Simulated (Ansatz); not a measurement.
# TiSi3O8: the band gap up the ladder of functionals

An exercise on one series of results from a longer session: the logs are not shown, and one member is left open.

Code: Ansatz 0.2.0. PAW datasets, plane waves. All values are calculated for a non-magnetic cell, which may be hypothetical.

**The system as given**

The cell was relaxed beforehand with r2SCAN.

The symmetry is Cmmm (No. 65, orthorhombic); a = 6.011 Å, b = 6.115 Å, c = 5.504 Å in the conventional setting, 8.43 Å³ an atom. Ti has 6 O at 1.91–1.95 Å; Si has 6 O at 1.79–1.80 Å; O has 2 Si at 1.79 Å and 1 Ti at 1.95 Å; O has 2 Si at 1.76–1.80 Å and 1 Ti at 1.91 Å; Si has 6 O at 1.76–1.87 Å.

Coordinates:

```cif
data_structure
_symmetry_space_group_name_H-M 'Cmmm'
_symmetry_Int_Tables_number 65
_cell_length_a 6.0114
_cell_length_b 6.1153
_cell_length_c 5.5039
_cell_angle_alpha 90.000
_cell_angle_beta 90.000
_cell_angle_gamma 90.000
_cell_volume 202.33
loop_
_atom_site_label
_atom_site_type_symbol
_atom_site_symmetry_multiplicity
_atom_site_Wyckoff_symbol
_atom_site_fract_x
_atom_site_fract_y
_atom_site_fract_z
_atom_site_occupancy
Ti1 Ti 2 b 0.00000 0.50000 0.00000 1
Si1 Si 4 k 0.00000 0.00000 0.74408 1
O1 O 4 i 0.00000 0.18155 0.00000 1
O2 O 8 o 0.20094 0.50000 0.73203 1
Si2 Si 2 c 0.00000 0.50000 0.50000 1
O3 O 4 j 0.00000 0.19451 0.50000 1
```

Set-up of the first run:

File input.yaml:

```yaml
crystal:
  lattice:
    - [3.0576623209, -3.0057092196, 0.0]
    - [3.0576623209, 3.0057092196, 0.0]
    - [0.0, 0.0, 5.50391243]
  atoms:
    - { symbol: Ti, position: [0.5, 0.5, 0.0] }
    - { symbol: Si, position: [0.0, 0.0, 0.7440767508] }
    - { symbol: O, position: [0.1815454003, 0.1815454003, 0.0] }
    - { symbol: O, position: [0.8184545997, 0.8184545997, 0.0] }
    - { symbol: O, position: [0.7009396438, 0.2990603562, 0.7320322572] }
    - { symbol: O, position: [0.2990603562, 0.7009396438, 0.7320322572] }
    - { symbol: Si, position: [0.5, 0.5, 0.5] }
    - { symbol: Si, position: [0.0, 0.0, 0.2559232492] }
    - { symbol: O, position: [0.1945066089, 0.1945066089, 0.5] }
    - { symbol: O, position: [0.8054933911, 0.8054933911, 0.5] }
    - { symbol: O, position: [0.7009396438, 0.2990603562, 0.2679677428] }
    - { symbol: O, position: [0.2990603562, 0.7009396438, 0.2679677428] }
kpoints:
  mp_grid: { grid: [6, 6, 6] }
  band_path:
    path:
      - [[0.0, 0.0, 0.0], [0.5, 0.5, 0.0], [0.5084233844625, 0.4915766155375, 0.0]]
      - [[0.4915766155375, -0.4915766155375, 0.0], [0.0, 0.0, 0.0], [0.0, 0.0, 0.5], [0.4915766155375, -0.4915766155375, 0.5]]
      - [[0.5084233844625, 0.4915766155375, 0.5], [0.5, 0.5, 0.5], [0.5, 0.5, 0.0]]
      - [[0.0, 0.0, 0.0], [0.5, 2.854525097873e-17, 0.0], [0.5, 2.854525097873e-17, 0.5], [0.0, 0.0, 0.5], [0.5, 0.5, 0.5]]
    npoints: 10
hamiltonian:
  xc: pbe
scf:
  occupations: { method: fermi_dirac, width: 0.02 }
  n_extra_bands: 7
output:
  forces: true
  stress: true
  eigenvalues: true
  write_density: true
  write_potential: true
  elf: true
  volumetric_format: npy
```

Among the steps run: PBE bands along the symmetry lines; r2SCAN at the same geometry; Single point with HSE06; Single point with PBE0.

One table of the session follows, with a row left open; its other results are not shown here.

| level | gap (eV) |
| --- | --- |
| PBE | 1.79 |
| r2SCAN | 2.23 |
| HSE06 | ? |
| PBE0 | 4.39 |

Q: Estimate the row for HSE06 from the others.

**Answer.** gap (eV): 3.61. In the column «gap (eV)» it lies between r2SCAN (2.23) and PBE0 (4.39).

Meshes: PBE 6×6×6, r2SCAN 6×6×6, HSE06 4×4×4, PBE0 4×4×4

PBE reaches 49 % of the HSE06 value, and r2SCAN 62 %. PBE0 lies 0.77 eV above HSE06, which differs from it by screening the long-range exchange.

Limits of these values: Warnings in the runs' records: stress exchange threshold loose, stress scf threshold loose.
